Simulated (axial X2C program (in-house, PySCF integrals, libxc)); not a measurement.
**HNbH: Ω levels from open-shell CI on d3 s0 p(π)0**

Which Ω levels does HNbH have in the configuration d3 s0 p(π)0, and how far apart?

The runs use an in-house X2C program for linear molecules on PySCF integrals; two-component X2C, average-of-configuration Hartree–Fock and CI in the open shells.

All values are calculated.

**1. Input**

Input file task.json:

```json
{"zs": [1, 41, 1], "q": 0, "bas": ["dyall-v3z", "dyall-v3z", "dyall-v3z"], "r0": 1.79, "metal": 1, "shells": [[2, [0, 1, 2], 3], [0, [0], 0], [1, [1], 0]], "fix": 0, "emax": 3.2, "nroots": 4}
```

Keys: zs atomic numbers; q charge; bas basis sets; r0 starting distance in Å; metal index of the metal atom; shells open shells as [l, |m| values, electrons]; fix electron count of the first shell held; emax energy window in eV; nroots roots for each Ω.

The run is started by

```
python soci.py task.json out
```

Two-component X2C with atomic mean-field Coulomb and Gaunt terms, basis H dyall-v3z, Nb dyall-v3z (cores contracted in-house). Orbitals come from Hartree–Fock averaged over the configuration Nb d3 s0 p(π)0; CI then distributes these electrons over the d, s, p(π) shells of Nb.

**2. CI at H–Nb–H held linear, both bonds 1.923 Å**

Output:

```text
average of configuration d3 s0 p(π)0
basis functions 165  fitting functions 892
iter      average energy  largest gradient
   1      -3815.896812875   4.53e+00
   2      -3816.835920784   7.57e-02
   3      -3816.839123218   1.66e-02
   4      -3816.839926757   6.67e-03
   5      -3816.839938932   4.65e-04
   6      -3816.839939811   3.34e-04
   7      -3816.839939886   3.49e-05
   8      -3816.839939891   7.53e-06
converged
CI levels
2*Omega        energy/Eh    cm-1   g(par)  dipole/D  leading shell counts
    1     -3816.90789831        0   1.980   -0.000  {'3 0 0': 1.0}
    3     -3816.90722338      148   5.907   -0.000  {'3 0 0': 1.0}
    1     -3816.90002152     1729   2.834   -0.000  {'3 0 0': 1.0}
    1     -3816.89903084     1946   1.142   -0.000  {'3 0 0': 1.0}
    3     -3816.89893325     1968   2.974   -0.000  {'3 0 0': 1.0}
    3     -3816.89849337     2064   1.088   -0.000  {'3 0 0': 1.0}
    5     -3816.89840819     2083   7.931   -0.000  {'3 0 0': 1.0}
    5     -3816.89648485     2505   4.064   -0.000  {'3 0 0': 1.0}
    7     -3816.89437259     2969   8.023   -0.000  {'3 0 0': 1.0}
    9     -3816.89222547     3440  12.000   -0.000  {'3 0 0': 1.0}
    1     -3816.88877785     4196   1.947   -0.000  {'3 0 0': 1.0}
    3     -3816.88733597     4513   2.032   -0.000  {'3 0 0': 1.0}
    5     -3816.88614383     4775   6.002   -0.000  {'3 0 0': 1.0}
    7     -3816.88514850     4993   9.968   -0.000  {'3 0 0': 1.0}
    5     -3816.86392707     9651   7.994   -0.000  {'3 0 0': 1.0}
    7     -3816.85904649    10722   7.905   -0.000  {'3 0 0': 1.0}
    9     -3816.85297794    12054   8.240   -0.000  {'3 0 0': 1.0}
   11     -3816.85020339    12663  12.002   -0.000  {'3 0 0': 1.0}
    9     -3816.84810861    13122   9.791   -0.000  {'3 0 0': 1.0}
    7     -3816.84807426    13130   6.114   -0.000  {'3 0 0': 1.0}
    9     -3816.83223074    16607   9.979   -0.000  {'3 0 0': 1.0}
```

Dipoles in the output refer to the first atom as origin.

It took 1 s on 1 thread of Arm Neoverse N1, shared host; peak memory 0.31 GiB.

Active spinors (ω > 0; filled shells left out):

| shell | ω | ε (eV) | character |
| --- | --- | --- | --- |
| d | 1/2 | -1.58 | 61% Nb d, 33% Nb s |
| d | 3/2 | -1.26 | 100% Nb d |
| d | 5/2 | -1.17 | 100% Nb d |
| d | 1/2 | -0.84 | 96% Nb d |
| d | 3/2 | -0.79 | 96% Nb d |
| s | 1/2 | 1.45 | 95% Nb s |
| p(π) | 1/2 | 0.63 | 99% Nb p |
| p(π) | 3/2 | 0.65 | 99% Nb p |

The levels:

| Ω | energy (cm⁻¹) | g∥ | configuration |
| --- | --- | --- | --- |
| 1/2 | 0 | 1.98 | 100% d3 |
| 3/2 | 148 | 5.91 | 100% d3 |
| 1/2 | 1729 | 2.83 | 100% d3 |
| 1/2 | 1946 | 1.14 | 100% d3 |
| 3/2 | 1968 | 2.97 | 100% d3 |
| 3/2 | 2064 | 1.09 | 100% d3 |
| 5/2 | 2083 | 7.93 | 100% d3 |
| 5/2 | 2505 | 4.06 | 100% d3 |
| 7/2 | 2969 | 8.02 | 100% d3 |
| 9/2 | 3440 | 12.00 | 100% d3 |
| 1/2 | 4196 | 1.95 | 100% d3 |
| 3/2 | 4513 | 2.03 | 100% d3 |
| 5/2 | 4775 | 6.00 | 100% d3 |
| 7/2 | 4993 | 9.97 | 100% d3 |
| 5/2 | 9651 | 7.99 | 100% d3 |
| 7/2 | 10722 | 7.91 | 100% d3 |
| 9/2 | 12054 | 8.24 | 100% d3 |
| 11/2 | 12663 | 12.00 | 100% d3 |
| 9/2 | 13122 | 9.79 | 100% d3 |
| 7/2 | 13130 | 6.11 | 100% d3 |

g∥ is the magnitude of 2⟨Lz + ge Sz⟩ for the +Ω component.

**3. The same at H–Nb–H held linear, both bonds 2.077 Å**

| Ω | energy (cm⁻¹) | g∥ | configuration |
| --- | --- | --- | --- |
| 1/2 | 0 | 1.97 | 100% d3 |
| 3/2 | 179 | 5.85 | 100% d3 |
| 1/2 | 1425 | 2.65 | 100% d3 |
| 1/2 | 1695 | 1.32 | 100% d3 |
| 3/2 | 1708 | 4.06 | 100% d3 |
| 5/2 | 1783 | 7.95 | 100% d3 |
| 3/2 | 2335 | 0.07 | 100% d3 |
| 5/2 | 2796 | 4.07 | 100% d3 |
| 7/2 | 3268 | 8.06 | 100% d3 |
| 9/2 | 3759 | 12.00 | 100% d3 |

**4. Curves along the symmetric stretch (R is each bond)**

The same input was run at the other distances (logs left out). Energies in cm⁻¹ from the lowest point; levels are followed by energy order within each Ω.

```csv
R (Å),(1)Ω=1/2,(1)Ω=3/2,(2)Ω=1/2,(3)Ω=1/2,(2)Ω=3/2,(3)Ω=3/2,(1)Ω=5/2
1.788,1880,2009,3872,4060,3509,4126,3966
1.856,466,604,2331,2532,2318,2594,2675
1.923,0,148,1729,1946,1968,2064,2083
2.000,356,518,1928,2169,2197,2566,2284
2.077,1446,1625,2871,3142,3155,3781,3230
2.163,3313,3513,4590,4898,4891,5751,4950
2.269,6281,6508,7405,7766,7732,8800,7767
```

Constants where the minimum is well bracketed:

```csv
level of the curve,Te (cm⁻¹),Re (Å),ωe (cm⁻¹)
(1)Ω=1/2,0,1.930,1626.2
(1)Ω=3/2,149,1.929,1631.6
(2)Ω=1/2,1701,1.943,1591.3
(3)Ω=1/2,1924,1.941,1601.1
```

**5. Results**

| quantity | value |
| --- | --- |
| lowest level of the model | Ω = 1/2, g∥ = 1.98, 100% d3 |
| next level | Ω = 3/2, 148 cm⁻¹ higher |
| lowest curve, Re and ωe | 1.930 Å, 1626.2 cm⁻¹ |

In the lowest level ⟨Sz⟩ = 0.49 and ⟨Lz⟩ = 0.01; its leading determinant has weight 0.34 among 97. From 1.923 to 2.077 Å the gap from the lowest to the fifth level goes from 1968 to 1708 cm⁻¹. Without dynamic correlation distances can be off by several hundredths of an Å, and the wavenumbers are rough. There is no dynamic correlation: spin–orbit spacings and, for f shells, spacings inside one term are the most reliable numbers, splittings between terms come out too wide, and energies between configurations are not reliable, so the lowest level need not be the ground state of the molecule. For d shells the ligand-field splittings (σ, π, δ) and their order can be off by a thousand cm⁻¹ or more. At most 4 roots were kept for each Ω > 0 (twice that for Ω = 0) within 3.2 eV of the lowest, so higher up levels can be missing between those listed; levels with Ω > 0 are doubly degenerate and listed once, Ω = 0 levels singly. Some active spinors are only partly of the character that their shell is named for, so the shell names and counts are nominal. States that fill the shells left empty in the average are placed too high. The molecule was held linear; bending was not examined.
